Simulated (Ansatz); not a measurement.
**BaCu3 (AuCu3 type): equation of state and elastic constants**

The task here is to estimate one member of a computed series from the others.

Computed with Ansatz 0.2.0 (DFT PBEsol, scalar-relativistic, plane waves, PAW, unless a step's input says otherwise).

## The system as given

It takes space group Pm-3m (No. 221, cubic). The conventional cell has a = 4.309 Å, b = 4.309 Å, c = 4.309 Å, α = 90.00°, β = 90.00°, γ = 90.00°. Ba (site symmetry m-3m) has 12 Cu at 3.05 Å as nearest neighbours. Cu (site symmetry 4/mmm) is surrounded by 4 Ba at 3.05 Å and 8 Cu at 3.05 Å.

As a file:

```
Ba Cu
1.0
     4.30900    0.00000    0.00000
     0.00000    4.30900    0.00000
     0.00000    0.00000    4.30900
Ba Cu
1 3
Direct
  0.00000 0.00000 0.00000
  0.00000 0.50000 0.50000
  0.50000 0.50000 0.00000
  0.50000 0.00000 0.50000
```

This cell comes from an earlier session at PBEsol: 20.002 Å³/atom at 0.04 GPa, on a 8×8×8 mesh.

Volume factors to run: 0.980, 1.020, 0.960, 1.040.

The first run:

Contents of input.yaml:

```yaml
crystal:
  lattice:
    - [4.2800782095, 0.0, 0.0]
    - [0.0, 4.2800782095, 0.0]
    - [0.0, 0.0, 4.2800782095]
  atoms:
    - { symbol: Ba, position: [0.0, 0.0, 0.0] }
    - { symbol: Cu, position: [0.0, 0.5, 0.5] }
    - { symbol: Cu, position: [0.5, 0.5, 0.0] }
    - { symbol: Cu, position: [0.5, 0.0, 0.5] }
basis:
  ecutwfc: 420
  ecutrho_ratio: 4
kpoints:
  mp_grid: { grid: [8, 8, 8] }
hamiltonian:
  xc: pbesol
scf:
  occupations: { method: gaussian, width: 0.05 }
output:
  forces: true
  stress: true
  eigenvalues: true
```

Among the steps run: Scaling the volume by 0.980; Volume × 1.020; Volume × 0.960; At 1.040 of the relaxed volume.

One table of the session follows, with a row left open; its other results are not shown here.

It belongs to the step «Energy and pressure against volume». 

| volume (Å³/atom) | energy (meV/atom) | pressure (GPa) |
| --- | --- | --- |
| 19.202 | 5.07 | 2.02 |
| 19.602 | 1.29 | 0.98 |
| 20.002 | 0.00 | 0.04 |
| 20.402 | ? | ? |
| 20.802 | 3.94 | -1.52 |

Estimate the missing values for volume (Å³/atom) = 20.402.

Worked estimate for «energy (meV/atom)». A straight line through the neighbours (20.002, 0.00) and (20.802, 3.94) gives 0.00 + (3.94 − 0.00) × (20.402 − 20.002) / (20.802 − 20.002) = 1.97; a parabola fitted to 3 rows on both sides gives 0.88.

**Answer.** energy (meV/atom): 0.99; pressure (GPa): -0.80. In «energy (meV/atom)» the line misses by +0.98 and the parabola by -0.11.
